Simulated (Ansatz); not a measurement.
# C₄H₉Cl₂InN₂: how energies converge with the basis set

The task here is to estimate one member of a computed series from the others.

Method: one geometry, several basis sets; program: Ansatz 0.2.0, Gaussian basis.

Plan: PBE0-D4/def2-SVP; ωB97M-V/def2-SVP; PBE0-D4/def2-QZVPP; ωB97M-V/def2-QZVPP; the functionals' def2-TZVPP values are taken from earlier runs.

### Structure used throughout

The geometry comes from an earlier relaxation with PBE0-D4 in a triple-zeta def2 set; it is a stationary point, not always the lowest conformer. In takes the def2 core potential; no spin-orbit term is included.

SMILES `CC1=[N+](C)[In-]([Cl])([Cl])[N]1C`, 18 atoms, charge 0, spin multiplicity 1.

Atoms are counted from 1 here; the program's logs count them from 0.

Bond lengths: C1–C2 1.491 Å, C1–H10 1.092 Å, C1–H11 1.093 Å, C1–H12 1.087 Å, C2–N3 1.324 Å, C2–N8 1.322 Å, N3–C4 1.436 Å, N3–In5 2.164 Å, C4–H13 1.097 Å, C4–H14 1.089 Å, C4–H15 1.097 Å, In5–Cl6 2.325 Å, In5–Cl7 2.325 Å, In5–N8 2.167 Å, N8–C9 1.437 Å, C9–H16 1.096 Å, C9–H17 1.096 Å, C9–H18 1.090 Å. Angles: C2–C1–H10 109.9°, C2–C1–H11 109.8°, C2–C1–H12 112.1°, H10–C1–H11 107.2°, H10–C1–H12 108.9°, H11–C1–H12 108.8°, C1–C2–N3 122.1°, C1–C2–N8 124.2°, N3–C2–N8 113.7°, C2–N3–C4 123.5°, C2–N3–In5 92.5°, C4–N3–In5 144.0°, N3–C4–H13 112.4°, N3–C4–H14 109.1°, N3–C4–H15 112.4°, H13–C4–H14 107.3°, H13–C4–H15 108.0°, H14–C4–H15 107.3° and more.

Set-up of the first run:

Contents of in.yaml:

```yaml
crystal:
  periodic: [false, false, false]
  atoms:
    - {symbol: C, position_ang: [1.041872, -1.426836, -0.093136]}
    - {symbol: C, position_ang: [0.164454, -0.225261, -0.001324]}
    - {symbol: N, position_ang: [-0.423764, 0.299305, -1.064876]}
    - {symbol: C, position_ang: [-0.284209, -0.233618, -2.390987]}
    - {symbol: In, position_ang: [-1.363544, 1.856570, 0.106791]}
    - {symbol: Cl, position_ang: [-3.654686, 1.676932, 0.456703]}
    - {symbol: Cl, position_ang: [-0.519124, 4.009473, -0.130574]}
    - {symbol: N, position_ang: [-0.102031, 0.416960, 1.123277]}
    - {symbol: C, position_ang: [0.417482, 0.052043, 2.412818]}
    - {symbol: H, position_ang: [0.490718, -2.256261, -0.542041]}
    - {symbol: H, position_ang: [1.892675, -1.214556, -0.745114]}
    - {symbol: H, position_ang: [1.414263, -1.736256, 0.880567]}
    - {symbol: H, position_ang: [0.759764, -0.250891, -2.726345]}
    - {symbol: H, position_ang: [-0.838522, 0.394151, -3.087670]}
    - {symbol: H, position_ang: [-0.685380, -1.250875, -2.477114]}
    - {symbol: H, position_ang: [0.099656, -0.949644, 2.724240]}
    - {symbol: H, position_ang: [1.511932, 0.095297, 2.451142]}
    - {symbol: H, position_ang: [0.040942, 0.754765, 3.155444]}
basis:
  gaussian: {orbitals: def2-SVP}
hamiltonian: {xc: pbe0, dispersion: d4}
output: {orbitals: {seedname: orbitals}}
```

Started as:

```sh
$ ansatz run in.yaml --threads 4 --pin off --events-out ev --progress --plain --max-ram 46080MiB --backend cpu
```

Steps of the session up to this table: PBE0-D4 in def2-SVP; ωB97M-V in def2-SVP; PBE0-D4 in def2-QZVPP; ωB97M-V in def2-QZVPP.

One of the session's tables, all rows but one given; the rest of the session is left out.

It belongs to the step «Functionals by basis». 

| functional | basis | HOMO (eV) |
| --- | --- | --- |
| PBE0-D4 | def2-SVP | -6.63 |
| PBE0-D4 | def2-TZVPP | -6.74 |
| PBE0-D4 | def2-QZVPP | ? |
| ωB97M-V | def2-SVP | -8.83 |
| ωB97M-V | def2-TZVPP | -8.95 |
| ωB97M-V | def2-QZVPP | -8.98 |

Estimate the missing values for PBE0-D4, def2-QZVPP.

The run gave: HOMO (eV): -6.76. In the column «HOMO (eV)» it lies between ωB97M-V, def2-SVP (-8.83) and PBE0-D4, def2-TZVPP (-6.74).
